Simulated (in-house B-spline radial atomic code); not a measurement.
# Mg⁺: excited configurations

Wanted: excitation energies of Mg⁺ as differences of total energies (ΔSCF).

The numbers are computed with in-house B-spline radial atomic code version 1 (Dirac-Hartree-Fock, average of configuration, Fermi nucleus, basis-set limit), except any that are marked as measured or tabulated.

## (1) Starting point

* element: magnesium (Z = 12)
* charge: +1
* electrons: 11
* configuration: [Ne] 3s1
* Hamiltonian: Dirac-Coulomb
* nucleus: Fermi, rms radius 3.057 fm

Outer shells as boxes (Hund's rule):

[Ne] 3s1
```
[Ne] core
3s [↑ ]
```

The boxes draw the filling by Hund's rule, which heavy ions in jj coupling don't follow; these runs average over all states of the configuration.

The run's settings:

```ini
Z = 12
electrons = 11.0
configuration = [Ne] 3s1
hamiltonian = dirac
method = hf
spin_polarised = False
nucleus = fermi
rms_radius = 3.057
mass_number = 24
atomic_mass = 23.985041689
speed_of_light = 137.035999084
```

The reference is known from an earlier run: -199.691867 hartree in all. Up to eight levels, counted from the top:

| orbital | occupation | energy (eV) | <r> (bohr) |
| --- | --- | --- | --- |
| 1s1/2 | 2 | -1345.65 | 0.1303 |
| 2s1/2 | 2 | -111.53 | 0.6889 |
| 2p1/2 | 2 | -71.008 | 0.6819 |
| 2p3/2 | 4 | -70.693 | 0.6840 |
| 3s1/2 | 1 | -14.756 | 2.836 |

## (2) [Ne] 4s1

The run's settings:

```ini
Z = 12
electrons = 11.0
configuration = [Ne] 4s1
hamiltonian = dirac
method = hf
spin_polarised = False
nucleus = fermi
rms_radius = 3.057
mass_number = 24
atomic_mass = 23.985041689
speed_of_light = 137.035999084
```

## (3) Configuration [He] 2s2 2p5 3s1 5p1

Settings: those of step 2 with these lines changed.

```diff
@@ -2,3 +2,3 @@
 electrons = 11.0
-configuration = [Ne] 4s1
+configuration = [He] 2s2 2p5 3s1 5p1
 hamiltonian = dirac
```

## (4) [He] 2s2 2p5 3s1 7g1

Settings: those of step 3 with these lines changed.

```diff
@@ -2,3 +2,3 @@
 electrons = 11.0
-configuration = [He] 2s2 2p5 3s1 5p1
+configuration = [He] 2s2 2p5 3s1 7g1
 hamiltonian = dirac
```

## (5) [He] 2s1 2p6 3s1 7d1

Settings: those of step 4 with these lines changed.

```diff
@@ -2,3 +2,3 @@
 electrons = 11.0
-configuration = [He] 2s2 2p5 3s1 7g1
+configuration = [He] 2s1 2p6 3s1 7d1
 hamiltonian = dirac
```

## (6) [He] 2s1 2p6 3s1 4d1

Settings: those of step 5 with these lines changed.

```diff
@@ -2,3 +2,3 @@
 electrons = 11.0
-configuration = [He] 2s1 2p6 3s1 7d1
+configuration = [He] 2s1 2p6 3s1 4d1
 hamiltonian = dirac
```

## (7) Run with [Ne] 4d1

Settings: those of step 6 with these lines changed.

```diff
@@ -2,3 +2,3 @@
 electrons = 11.0
-configuration = [He] 2s1 2p6 3s1 4d1
+configuration = [Ne] 4d1
 hamiltonian = dirac
```

Before running: How far above the reference does each configuration lie (order and size, in eV)?

The runs gave:

| net move | configuration | energy above the reference (eV) | with Breit, QED, recoil (eV) | largest <r> (bohr) |
| --- | --- | --- | --- | --- |
| 3s → 4s | [Ne] 4s1 | 8.438 | 8.436 | 6.52 |
| 3s → 4d | [Ne] 4d1 | 11.302 | 11.300 | 10.3 |
| 2p → 5p | [He] 2s2 2p5 3s1 5p1 | 63.442 | 63.427 | 12.7 |
| 2p → 7g | [He] 2s2 2p5 3s1 7g1 | 65.438 | 65.423 | 31.7 |
| 2s → 4d | [He] 2s1 2p6 3s1 4d1 | 103.84 | 103.81 | 9.63 |
| 2s → 7d | [He] 2s1 2p6 3s1 7d1 | 106.33 | 106.29 | 33.8 |

Quantum defects of the promoted electron, δ = n − ζ/√(−2ε) with ζ = 2 and ε its orbital energy in hartree:

| promotion | δ |
| --- | --- |
| 3s → 4s | 1.062 |
| 3s → 4d | 0.023 |
| 2p → 5p | 0.815 |
| 2p → 7g | 0.001 |
| 2s → 4d | 0.137 |
| 2s → 7d | 0.142 |

The lowest of them is 3s → 4s at 8.438 eV and the highest 2s → 7d at 106.33 eV. Koopmans' estimate of the ionisation threshold is 14.756 eV; 4 configurations exceed it by over 2 % and could autoionise. Of those tabulated, the defect is largest for 4s (1.06) and least for 7g (0.00): low angular momentum penetrates the core, high angular momentum stays outside it. Two partly filled shells share a symmetry and can mix in the average, which may lower the energy, for: 2p → 5p; 2s → 4d; 2s → 7d. These are averages over configurations, without correlation, not spectroscopic levels.
